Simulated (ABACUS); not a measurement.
Wanted: the native input for an ABACUS 3.10.1 run.

```
Task                                          : single point
Functional                                    : PBE
Potentials or basis                           : PseudoDojo NC SR 0.4.1 PBE standard
Cutoff                                        : 1034 eV
Density cutoff                                : 4136 eV
Basis                                         : plane waves
k mesh                                        : 8 × 8 × 8
Occupations                                   : fermi-dirac, width 0.05 eV
Spin                                          : no spin polarisation
Radial cutoff of the potentials (pseudo_rcut) : 7 bohr
SCF threshold on the density                  : 1e-08
Max SCF steps                                 : 100
Eigensolver                                   : dav
Mixing                                        : broyden
Mixing share                                  : 0.7
Symmetry key                                  : 1
Bands                                         : 21
```

Crystal: WAu.

```xyz
2
Lattice="0.0000 2.7480 2.7480 2.7480 0.0000 2.7480 2.7480 2.7480 0.0000" Properties=species:S:1:pos:R:3 pbc="T T T"
W     0.0000    0.0000    0.0000
Au    4.1220    4.1220    4.1220
```

The cell was built by a generator and needn't be a form met in nature.

One way to write it, as run:

INPUT

```
INPUT_PARAMETERS
suffix              WAu
calculation         scf
basis_type          pw
pseudo_dir          ./
symmetry            1
dft_functional      pbe
ecutwfc             76
pseudo_rcut         7
nspin               1
nbands              21
ks_solver           dav
smearing_method     fd
smearing_sigma      0.00367493
scf_thr             1e-08
scf_nmax            100
mixing_type         broyden
mixing_beta         0.7
cal_force           1
cal_stress          1
kpar                4
```

STRU

```
ATOMIC_SPECIES
W 183.8400 W.upf
Au 196.9666 Au.upf

LATTICE_CONSTANT
1.8897261246

LATTICE_VECTORS
0.0000000000 2.7479792600 2.7479792600
2.7479792600 0.0000000000 2.7479792600
2.7479792600 2.7479792600 0.0000000000

ATOMIC_POSITIONS
Direct

W
0.0
1
0.0000000000 0.0000000000 0.0000000000 1 1 1

Au
0.0
1
0.7500000000 0.7500000000 0.7500000000 1 1 1
```

KPT

```
K_POINTS
0
Gamma
8 8 8 0 0 0
```

Potentials or basis: PseudoDojo NC SR 0.4.1 PBE standard, plane waves.

Command:

```console
$ OMP_NUM_THREADS=1 mpirun -np 4 abacus > log
```

Results of the run:

```
Pressure               : 32.7 GPa
Band gap on the k mesh : none (metal or under the smearing width)
```

Caveat: a pressure of tens of GPa on the cell as given is suspect, and the run, the potentials or the cell itself is likely at fault.

Run time: 16 s on 4 MPI ranks on Intel(R) Xeon(R) Platinum 8259CL CPU @ 2.50GHz (Skylake/Cascade Lake), on a shared host, peak memory 0.4 GiB a rank.
